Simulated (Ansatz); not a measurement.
Predict the output of the script below (Ansatz's Python interface).

`run_fermi.py`
```python
'''Fermi surface readings for ZrCu.'''

import warnings

import ansatz as az
from pymatgen.core import Lattice, Structure
from pymatgen.io.ase import AseAtomsAdaptor

FUNCTIONAL = 'pbesol'
KSPACING = 0.32
SMEARING = 'fermi_dirac'

warnings.simplefilter('ignore', az.DeckWarning)

pmg_structure = Structure(
    Lattice([(3.252664, 0.0, 0.0), (0.0, 3.252664, 0.0), (0.0, 0.0, 3.252664)]),
    ['Zr', 'Cu'],
    [
        (0.5, 0.5, 0.5),
        (0.0, 0.0, 0.0),
    ],
)
zrcu = az.Crystal.from_ase(AseAtomsAdaptor.get_atoms(pmg_structure))

base = (
    zrcu.calculation()
    .functional(FUNCTIONAL)
    .basis(19 * az.Ha)
    .kpoints(spacing=KSPACING)
    .occupations(SMEARING, width=100 * az.meV)
    .eigenstates(nscf_kmesh=(10, 10, 10), level_slopes=True)
)
surface = base.run().fermi_surface().to_plain()
for way, reading in surface.items():
    if reading:
        rho_lambda = [f'{v:.3e}' for v in reading['resistivity_times_mean_free_path_ohm_m2']]
        print(f'{way:24s} area {reading["spin_summed_area_per_ang2"]:8.3f} 1/A^2  rho*lambda (ohm m^2) {rho_lambda}')
```

Output of `python run_fermi.py`:
```text
by_tetrahedra            area   42.043 1/A^2  rho*lambda (ohm m^2) ['7.272e-16', '7.272e-16', '7.272e-16']
by_slopes                area   41.053 1/A^2  rho*lambda (ohm m^2) ['7.447e-16', '7.447e-16', '7.447e-16']
on_every_second_point    area   41.559 1/A^2  rho*lambda (ohm m^2) ['7.356e-16', '7.356e-16', '7.356e-16']
```

Notes:
- The mesh is modest for a metal, so energies can be off by several to tens of meV an atom and pressures by half a GPa or more; differences at equal mesh fare better.
- The structure comes from a database of computed cells and needn't be a stable or known phase.
- The three readings differ by the mesh error.
- Wall time of the script: 3.9 s on 1 thread of AMD EPYC 7R13 Processor (Zen 3), with other jobs on the host, peak memory 0.45 GiB.

(Lines on the test bed's own set-up are left out of the output.)
